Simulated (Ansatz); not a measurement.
## CH₄B₂, SMILES B1BC1: the interaction energy of a dimer with the counterpoise correction, step by step

With Ansatz's Python interface.

At the Python prompt:
```pycon
>>> import ansatz as az
>>> BASIS = "def2-SVPD"
>>> FUNCTIONAL = "PBE0"
>>> VDW = "d3bj"
>>> FIRST = [
...     ("B", (-0.861, -0.4384, -0.3132)),
...     ("B", (0.4229, 0.6879, -0.6258)),
...     ("C", (0.2486, -0.1869, 0.6214)),
...     ("H", (-1.8607, -0.8881, -0.6253)),
...     ("H", (1.0053, 1.4782, -1.2989)),
...     ("H", (0.0326, 0.3892, 1.5576)),
...     ("H", (1.0126, -1.042, 0.6839)),
... ]
>>> SECOND = [
...     ("B", (2.7833, -2.9831, 0.0356)),
...     ("B", (1.8353, -4.1578, 0.8934)),
...     ("C", (3.0442, -3.3813, 1.4289)),
...     ("H", (3.0195, -2.4469, -0.942)),
...     ("H", (0.9306, -4.9241, 0.9988)),
...     ("H", (3.941, -4.019, 1.6387)),
...     ("H", (2.7612, -2.5842, 2.2057)),
... ]
>>> def energy(atoms, ghosts=()):
...     molecule = az.Crystal.molecule()
...     for symbol, xyz in atoms:
...         molecule = molecule.atom(symbol, xyz)
...     calc = (
...         molecule.calculation()
...         .basis(gaussian=BASIS)
...         .functional(FUNCTIONAL, dispersion=VDW)
...     )
...     deck = calc.input()
...     if ghosts:
...         deck = deck.set(az.key.basis.gaussian.ghost_atoms, [{"symbol": s, "position_ang": list(xyz)} for s, xyz in ghosts])
...     return az.Session.from_dict(deck).plan().execute().report["free_energy_ev"]
...
>>> # monomers in their own basis and in the basis of the dimer
>>> both = energy(FIRST + SECOND)
>>> alone = energy(FIRST) + energy(SECOND)
>>> ghosted = energy(FIRST, SECOND) + energy(SECOND, FIRST)
>>> print(f"dimer {both:.6f} eV")
dimer -4892.254880 eV
>>> print(f"interaction, uncorrected   {96.485332 * (both - alone):8.3f} kJ/mol")
interaction, uncorrected     -5.015 kJ/mol
>>> print(f"interaction, counterpoise  {96.485332 * (both - ghosted):8.3f} kJ/mol")
interaction, counterpoise    -3.377 kJ/mol
>>> print(f"basis-set superposition    {96.485332 * (alone - ghosted):8.3f} kJ/mol")
basis-set superposition       1.639 kJ/mol
```

Uncorrected it is -5.015 kJ/mol, with the counterpoise correction -3.377 kJ/mol; the difference, 1.638 kJ/mol, is the superposition error.

Reading the output:
- Total energies depend on the basis set; only differences at equal settings carry meaning.
- The dimer is a generated trial pose of unrelaxed monomers, not a minimum, so the figure is no binding energy, and the basis set is small.
- Timing: 21 s on 1 thread of Arm Neoverse V1, with other jobs on the host, peak memory 0.37 GiB.
